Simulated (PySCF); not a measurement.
# LiAs: from the state search to spectroscopic constants

Aim: find the lowest electronic state of LiAs, scan its bond at several levels of theory, and get bond length, wavenumber and dissociation energy from each curve.

The runs use PySCF 2.14.0; Li pcseg-1, As pcseg-1, no relativity.

### 1 The job

The job is set up so:

```
atoms                         : Li, As
charge                        : 0
basis                         : Li pcseg-1, As pcseg-1
Hamiltonian                   : no relativity
basis functions               : 36
electrons treated             : 36
masses in u                   : 7.0160, 74.9216
levels                        : PBE0, PBE, r²SCAN, BHandHLYP, TPSSh, B97-3, HF, MP2, SCS-MP2, CCSD, CCSD(T)
grid                          : 80 radial by 434 angular points
occupations                   : held fixed by the projection of orbital angular momentum
dissociation limit            : Li + As, each in its ground configuration
starting distance in angstrom : 2.460
values of 2S to try           : 0, 2, 4
```

Launch:

```sh
> OMP_NUM_THREADS=1 python dia.py task.json out
```

The runs that follow: The PBE0 curve of the state that the search chose; Other states along the same grid; PBE (GGA); r²SCAN; BHandHLYP; TPSSh; B97-3; UHF (mean field); Adding correlation.

Before running it: what results should come out? Wanted: for each run, Re; ωe; De; μ.

The runs gave:

Lowest PBE0 solution found, without spin–orbit coupling: ³Σ⁻ (triplet), unpaired electrons π ↑↑. State 2 has its PBE0 minimum 0.33 eV higher, as a spin-mixed determinant (⟨S²⟩ = 1.01), so this is no gap between pure states. State 3 has its PBE0 minimum 0.75 eV higher. State 4 has its PBE0 minimum 1.08 eV higher, as a spin-mixed determinant (⟨S²⟩ = 1.01), so this is no gap between pure states. The other levels ran on the lowest alone.

```csv
level,Re (Å),ωe (cm⁻¹),De (eV),μ (D)
UHF,2.459,442,0.65,-7.20
UHF-MP2,2.465,434,1.17,n/a
UHF-SCS-MP2,2.468,427,1.18,n/a
UHF-CCSD,2.470,426,1.21,n/a
UHF-CCSD(T),2.474,423,1.24,n/a
PBE,2.441,427,1.72,-5.91
r²SCAN,2.441,435,1.74,-6.61
TPSSh,2.439,436,1.75,-6.44
PBE0,2.427,443,1.65,-6.45
B97-3,2.430,444,1.76,-6.54
BHandHLYP,2.416,453,1.68,-6.56
```

De is counted to Li + As in their ground configurations. A positive dipole means Li(−)As(+).

Differences from CCSD(T) in the same basis:

```csv
level,Re (mÅ),ωe (%)
UHF,-15,+4.3
UHF-MP2,-9,+2.5
UHF-SCS-MP2,-6,+0.9
UHF-CCSD,-4,+0.7
PBE,-33,+0.8
r²SCAN,-33,+2.9
TPSSh,-35,+3.0
PBE0,-47,+4.7
B97-3,-44,+5.0
BHandHLYP,-58,+7.1
```

What this shows: Against CCSD(T) in the same basis, the bond length is nearest at UHF-CCSD (-4 mÅ) and farthest at BHandHLYP (-58 mÅ); the wavenumber is nearest at UHF-CCSD (+0.7 %) and farthest at BHandHLYP (+7.1 %). Hartree–Fock makes the bond too short and too stiff against this reference, as it mostly does. CCSD(T) in a basis this small is itself some way from its limit, more so than the functionals. Of the levels with a De here, UHF gives the least (0.65 eV) and B97-3 the most (1.76 eV).

Correlated steps freeze 9 core orbitals.
